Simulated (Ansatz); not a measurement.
# Sn3O2: the cost of one run

Method: DFT PBE, scalar-relativistic, plane waves, PAW, in Ansatz 0.2.0.

## 1. The starting structure

Symmetry: P-3m1, No. 164, trigonal system. The conventional cell has a = 4.060 Å, b = 4.060 Å, c = 6.317 Å, α = 90.00°, β = 90.00°, γ = 120.00°. Around Sn (site symmetry -3m) lie 6 O at 2.81 Å. Around Sn (site symmetry 3m) lie 4 O at 2.45 to 2.53 Å. O (site symmetry 3m) has 7 Sn at 2.45 to 2.81 Å as nearest neighbours.

Structure file:

```cif
data_structure
_symmetry_space_group_name_H-M 'P 1'
_symmetry_Int_Tables_number 1
_cell_length_a 4.0605
_cell_length_b 4.0605
_cell_length_c 6.3175
_cell_angle_alpha 90.000
_cell_angle_beta 90.000
_cell_angle_gamma 120.000
_cell_volume 90.20
loop_
_atom_site_label
_atom_site_type_symbol
_atom_site_fract_x
_atom_site_fract_y
_atom_site_fract_z
_atom_site_occupancy
Sn1 Sn 0.00000 0.00000 0.00000 1
Sn2 Sn 0.33333 0.66667 0.64500 1
Sn3 Sn 0.66667 0.33333 0.35500 1
O1 O 0.33333 0.66667 0.24500 1
O2 O 0.66667 0.33333 0.75500 1
```

This is candidate A: anti-A-type sesquioxide type (P-3m1, No. 164).

(A quick probe on a coarse mesh, which set the mesh and smearing, is not shown.)

## 3. Coarse relaxation (candidate A)

input.yaml reads:

```yaml
crystal:
  lattice:
    - [4.0604892877, 0.0, 0.0]
    - [-2.0302446438, 3.5164868749, 0.0]
    - [0.0, 0.0, 6.3174617598]
  atoms:
    - { symbol: Sn, position: [0.0, 0.0, 0.0] }
    - { symbol: Sn, position: [0.3333333333, 0.6666666667, 0.645] }
    - { symbol: Sn, position: [0.6666666667, 0.3333333333, 0.355] }
    - { symbol: O, position: [0.3333333333, 0.6666666667, 0.245] }
    - { symbol: O, position: [0.6666666667, 0.3333333333, 0.755] }
basis:
  ecutwfc: 420
kpoints:
  mp_grid: { grid: [6, 6, 4] }
hamiltonian:
  xc: pbe
scf:
  occupations: { method: gaussian, width: 0.1 }
  lower_state_search: "off"
output:
  forces: true
  stress: true
  eigenvalues: true
relax:
  adjacent_minimum: "off"
  f_tol: 0.04
  max_steps: 70
  cell: { stress_tol: 0.4 }
```

Command:

```
$ ansatz run input.yaml --threads 1 --pin off --max-ram 2560MiB --backend cpu --events-out ev --progress --plain --runs-dir out
```

What time and memory should one allow on 1 thread of Intel Xeon Platinum 8375C at 2.90GHz (Ice Lake), shared host?

About 1.8 min, with a peak of 0.41 GiB.
